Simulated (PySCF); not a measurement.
**C3H6BClO2: electronic excitations**

Aim: predict the electronic excitations of C3H6BClO2 (`C=COB(Cl)OC`).

The runs use PySCF 2.14.0, with density-fitted response routines of our own; the level of theory stands in each step. All values are computed, except where a source is named. Atoms are numbered from 0 throughout.

**1. The starting structure**

13 atoms, charge 0, multiplicity 1; geometry from: GFN2-xTB.

Bonds of the start (Å): C0–C1 1.32, C1–O2 1.37, O2–B3 1.35, B3–Cl4 1.75, B3–O5 1.34, O5–C6 1.41, C0–H7 1.07, C0–H8 1.07, C1–H9 1.08, C6–H10 1.09, C6–H11 1.09, C6–H12 1.09.

**2. Ultraviolet spectrum: wB97X-D/def2-SVPD**

Job settings and geometry (Å):

```
{"job": {"kind": "uv", "xc": "wB97X-D", "basis": "def2-SVPD", "nstates": 8, "ntriplets": 3}, "charge": 0, "multiplicity": 1}
C      2.628442    -0.870254    -1.159445
C      1.442453    -0.404504    -0.813588
O      0.998769    -0.480319     0.478925
B     -0.192669    -0.022426     0.907482
Cl    -0.503066    -0.255739     2.616845
O     -1.068124     0.567904     0.085356
C     -2.336427     1.080830     0.439814
H      2.968020    -0.807656    -2.175525
H      3.281996    -1.321975    -0.435394
H      0.755564     0.057630    -1.510697
H     -2.375902     2.125018     0.126626
H     -2.505539     1.007798     1.515458
H     -3.097905     0.509524    -0.093585
```

Level: TDDFT wB97X-D/def2-SVPD, vertical, gas phase, core orbitals frozen in the response.

The run is started by

```sh
$ OMP_NUM_THREADS=1 python probes_run.py task.json out
```

The driver reads the jobs from task.json and runs them one after another.

Standard output:

```text
coarse grid: 11864 points
cycle   1  E = -752.8777163960  dE =  1.150e+00  |g| = 7.532e-01  |ddm| = 5.760e+00
cycle   2  E = -752.8807699272  dE = -3.054e-03  |g| = 8.047e-01  |ddm| = 1.721e+00
cycle   3  E = -752.9933739101  dE = -1.126e-01  |g| = 6.074e-02  |ddm| = 8.101e-01
cycle   4  E = -752.9940745765  dE = -7.007e-04  |g| = 3.165e-02  |ddm| = 1.442e-01
cycle   5  E = -752.9943227996  dE = -2.482e-04  |g| = 7.847e-03  |ddm| = 6.633e-02
cycle   6  E = -752.9943376259  dE = -1.483e-05  |g| = 2.099e-03  |ddm| = 1.508e-02
cycle   7  E = -752.9943388393  dE = -1.213e-06  |g| = 5.848e-04  |ddm| = 5.131e-03
final grid: 111232 points
cycle   8  E = -753.0999066731  dE = -1.035e-04  |g| = 4.166e-03  |ddm| = 1.408e-01
cycle   9  E = -753.0999095849  dE = -2.912e-06  |g| = 2.855e-03  |ddm| = 1.989e-02
cycle  10  E = -753.0999110703  dE = -1.485e-06  |g| = 8.911e-04  |ddm| = 4.371e-03
cycle  11  E = -753.0999112246  dE = -1.543e-07  |g| = 2.688e-04  |ddm| = 1.502e-03
cycle  12  E = -753.0999112424  dE = -1.785e-08  |g| = 4.706e-05  |ddm| = 6.699e-04
cycle  13  E = -753.0999112432  dE = -7.606e-10  |g| = 2.438e-05  |ddm| = 1.394e-04
converged SCF energy = -753.0999112432

Static polarisability (au): isotropic 73.192, principal 52.399 70.665 96.511

Singlet excitations
state   eV       nm        f      main configurations
  1   7.0493    175.9   0.63449   H->L+1 0.96
  2   7.0967    174.7   0.04018   H->L 0.72, H->L+2 0.14
  3   7.9921    155.1   0.01537   H->L+5 0.41, H->L+3 0.21, H->L+2 0.15
  4   8.1844    151.5   0.01377   H->L+4 0.90
  5   8.2220    150.8   0.00214   H->L+6 0.45, H->L+3 0.16, H->L+5 0.14
  6   8.2994    149.4   0.00104   H-2->L+1 0.29, H-1->L+1 0.20, H-5->L+1 0.16
  7   8.5150    145.6   0.00142   H-3->L+1 0.33, H-5->L+1 0.29, H-2->L+4 0.10
  8   8.6010    144.2   0.04152   H-1->L 0.58, H-2->L 0.24

Triplet excitations (Tamm-Dancoff, eV): 4.4613 7.0828 7.3679
```

Run time: 84 s. Hardware: 1 thread of Intel Xeon at 2.50GHz, shared host; peak memory 0.9 GiB.

The orbitals next to the gap, with their largest atomic shares:

| orbital | eV | atoms |
| --- | --- | --- |
| HOMO−3 | -11.62 | O5 39 %, Cl4 12 %, C6 12 % |
| HOMO−2 | -11.07 | Cl4 66 %, O5 14 %, B3 6 % |
| HOMO−1 | -11.04 | Cl4 58 %, O5 20 %, B3 6 % |
| HOMO | -9.15 | C0 37 %, C1 28 %, O2 20 % |
| LUMO | 1.69 | B3 56 %, Cl4 12 %, C6 8 % |
| LUMO+1 | 1.91 | C0 27 %, C1 27 %, B3 13 % |
| LUMO+2 | 2.64 | C6 21 %, Cl4 17 %, H10 11 % |

With each of the 8 states as a Gaussian band of 0.4 eV half-width at 1/e, the curve within the window shown has maxima at 176 nm (ε 27,000), 146 nm (ε 2,100) L/(mol cm). Beyond the last state computed it falls off for lack of states. The curve at chosen wavelengths:

| nm | ε (L/mol/cm) |
| --- | --- |
| 139 | 1016 |
| 141 | 1529 |
| 143 | 1934 |
| 145 | 2128 |
| 147 | 2121 |
| 149 | 1989 |
| 151 | 1802 |
| 154 | 1505 |
| 156 | 1380 |
| 158 | 1488 |
| 160 | 2100 |
| 162 | 3562 |
| 164 | 6169 |
| 166 | 10000 |
| 168 | 14755 |
| 170 | 19732 |
| 172 | 23994 |
| 174 | 26665 |
| 176 | 27235 |
| 179 | 24284 |
| 181 | 20556 |
| 183 | 16278 |
| 185 | 12113 |
| 187 | 8504 |
| 189 | 5655 |
| 191 | 3575 |

Ground-state properties from the same run:

| property | computed |
| --- | --- |
| dipole moment (D) | 2.31 |
| polarisability (Å³) | 10.85 |
| HOMO–LUMO gap (eV) | 10.84 |
| −ε(HOMO) (eV) | 9.15 |

**3. What came out**

| quantity | value |
| --- | --- |
| lowest singlet (wB97X-D/def2-SVPD) | 7.05 eV (176 nm), f = 0.634 |
| lowest triplet | 4.46 eV |

In words: The first singlet state (HOMO→LUMO+1 0.96) lies at 7.05 eV and is bright. The lowest triplet lies 2.59 eV below the lowest singlet (triplets in Tamm-Dancoff, singlets in full TDDFT).
